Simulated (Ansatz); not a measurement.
# H7OPSi2: the cost of one run

Program: Ansatz 0.2.0. Level of theory: RKS r2SCAN-D4/def2-SVP. These are calculated values, not measurements.

**1. The system as given**

Bond lengths: O1–P2 1.649 Å, P2–Si3 2.229 Å, Si3–Si4 2.223 Å, O1–H5 1.037 Å, P2–H6 1.425 Å, Si3–H7 1.545 Å, Si3–H8 1.502 Å, Si4–H9 1.512 Å, Si4–H10 1.530 Å, Si4–H11 1.488 Å. Angles (14 of 16 angles, heavy atoms first): O1–P2–Si3 98.9°, P2–Si3–Si4 111.9°, O1–P2–H6 99.0°, Si3–P2–H6 97.8°, P2–O1–H5 107.2°, P2–Si3–H7 107.9°, P2–Si3–H8 108.7°, Si4–Si3–H7 109.5°, Si4–Si3–H8 113.0°, Si3–Si4–H9 112.0°, Si3–Si4–H10 113.0°, Si3–Si4–H11 115.9°, H7–Si3–H8 105.5°, H9–Si4–H10 103.2°.

As a file:

```xyz
11

O     1.4394    2.0122   -1.4659
P    -0.0458    1.4554   -1.0135
Si    0.5736   -0.4831   -0.1041
Si   -1.1054   -1.4685    0.9690
H     1.2870    2.8779   -2.0155
H    -0.2023    2.1937    0.1957
H     1.7235   -0.1973    0.8872
H     1.1725   -1.3489   -1.1753
H    -2.2744   -1.7523    0.0533
H    -1.7197   -0.5852    2.0573
H    -0.7830   -2.7608    1.6322
```

**2. End point A**

Contents of input.yaml:

```yaml
crystal:
  periodic: [false, false, false]
  atoms:
    - { symbol: O, position_ang: [1.4394, 2.0122, -1.4659] }
    - { symbol: P, position_ang: [-0.0458, 1.4554, -1.0135] }
    - { symbol: Si, position_ang: [0.5736, -0.4831, -0.1041] }
    - { symbol: Si, position_ang: [-1.1054, -1.4685, 0.969] }
    - { symbol: H, position_ang: [1.287, 2.8779, -2.0155] }
    - { symbol: H, position_ang: [-0.2023, 2.1937, 0.1957] }
    - { symbol: H, position_ang: [1.7235, -0.1973, 0.8872] }
    - { symbol: H, position_ang: [1.1725, -1.3489, -1.1753] }
    - { symbol: H, position_ang: [-2.2744, -1.7523, 0.0533] }
    - { symbol: H, position_ang: [-1.7197, -0.5852, 2.0573] }
    - { symbol: H, position_ang: [-0.783, -2.7608, 1.6322] }
basis:
  gaussian: { orbitals: def2-SVP }
hamiltonian:
  xc: r2scan
  dispersion: d4
relax:
  f_tol: 0.015
  max_steps: 40
output:
  orbitals: {}
```

Command:

```console
$ ansatz run input.yaml --threads 2 --pin off --max-ram 3072MiB --backend cpu --events-out ev --progress --plain --runs-dir out
```

**Question.** How long does this run take on 2 threads of Intel Xeon Platinum 8488C (Sapphire Rapids), shared host, and how much memory does it need?

About 20 s, with a peak of 0.18 GiB.
